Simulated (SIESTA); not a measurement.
Here is a SIESTA 5.4.2 calculation.

File Co.fdf:

```
SystemName                      Co
SystemLabel                     Co
NumberOfSpecies                 1
NumberOfAtoms                   5
%block ChemicalSpeciesLabel
  1  27 Co
%endblock ChemicalSpeciesLabel

UseStructFile                   true

%block kgrid.MonkhorstPack
   12   0   0  0.0
    0  12   0  0.0
    0   0   1  0.0
%endblock kgrid.MonkhorstPack
XC.Functional                   GGA
XC.Authors                      PBE
PAO.BasisSize                   DZP
PAO.EnergyShift                 0.003 Ry
Mesh.Cutoff                     800 Ry
Spin                            polarized
%block DM.InitSpin
    1   2.000
    2   2.000
    3   2.000
    4   2.000
    5   2.000
%endblock DM.InitSpin
OccupationFunction              FD
ElectronicTemperature           0.05 eV
Slab.DipoleCorrection           vacuum
MaxSCFIterations                200
SCF.MustConverge                false
SCF.Mixer.Method                Pulay
SCF.Mixer.Weight                0.1
SCF.Mixer.History               10
SCF.DM.Tolerance                5.0e-05
SCF.H.Tolerance                 1.0e-03 eV
WriteForces                     true
Charge.Mulliken                 end
%block PAO.Basis
  Co 5
  n=3 0 2
    2.527 0.000
  n=4 0 2
    7.356 0.000
  n=3 1 2
    2.822 0.000
  n=4 1 1
    7.356
  n=3 2 2
    4.649 0.000
%endblock PAO.Basis
```

Co.STRUCT_IN

```
   2.5190008694     0.0000000000     0.0000000000
  -1.2595004347     2.1815187451     0.0000000000
   0.0000000000     0.0000000000    23.1820000000
5
1  27    0.3333333333     0.6666666666     0.3235268743
1  27    0.6666666667     0.3333333334     0.4117634371
1  27    0.3333333333     0.6666666666     0.5000000000
1  27    0.6666666667     0.3333333334     0.5882365629
1  27    0.3333333333     0.6666666666     0.6764731257
```

Potentials or basis: PseudoDojo 0.4 standard (PBE files), DZP (energy shift 0.003 Ry; two zetas on semicore shells).

Launch:

```sh
$ siesta Co.fdf > Co.out 2>&1
```

Task: Estimate the largest force.

Result: 0.507 eV/Å.

Task: Estimate the net moment.

Result: 8.73 μB per cell.

Forces on the atoms (eV/Å):
```
Co   0.000  0.000  0.506
Co   0.000  0.000 -0.313
Co   0.000  0.000  0.000
Co   0.000  0.000  0.313
Co   0.000  0.000 -0.507
```
